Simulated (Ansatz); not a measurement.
# B2H2O2: the cost of one run

All numbers below are computed with Ansatz 0.2.0 (RKS B3LYP-D4/6-31G).

## 1. Starting point

Bond lengths: O1–B2 1.325 Å, B2–B3 1.488 Å, B3–O4 1.326 Å, O1–H5 0.963 Å, O4–H6 0.963 Å. Angles: O1–B2–B3 159.9°, B2–O1–H5 120.4°, B2–B3–O4 159.8°, B3–O4–H6 120.2°.

Coordinates:

```xyz
6

O     0.0015   -0.7980   -1.8766
B    -0.1603   -0.3239   -0.6497
B     0.1508    0.3505    0.6398
O     0.0046    0.7844    1.8837
H     0.8248   -0.6471   -2.3525
H    -0.8215    0.6340    2.3552
```

## 2. End point A

input.yaml

```yaml
crystal:
  periodic: [false, false, false]
  atoms:
    - { symbol: O, position_ang: [0.00148, -0.79801, -1.87658] }
    - { symbol: B, position_ang: [-0.1603, -0.32391, -0.64969] }
    - { symbol: B, position_ang: [0.15084, 0.35052, 0.63983] }
    - { symbol: O, position_ang: [0.00465, 0.78445, 1.88373] }
    - { symbol: H, position_ang: [0.82484, -0.64709, -2.35252] }
    - { symbol: H, position_ang: [-0.82151, 0.63403, 2.35522] }
basis:
  gaussian: { orbitals: "6-31G" }
hamiltonian:
  xc: b3lyp
  dispersion: d4
relax:
  f_tol: 0.02
  max_steps: 50
```

On the command line:

```sh
> ansatz run input.yaml --threads 1 --pin off --max-ram 2048MiB --backend cpu --events-out ev --progress --plain --runs-dir out
```

What time and memory should one allow on 1 thread of Arm Neoverse V1, shared host?

About 9.8 s, with a peak of 0.1 GiB.
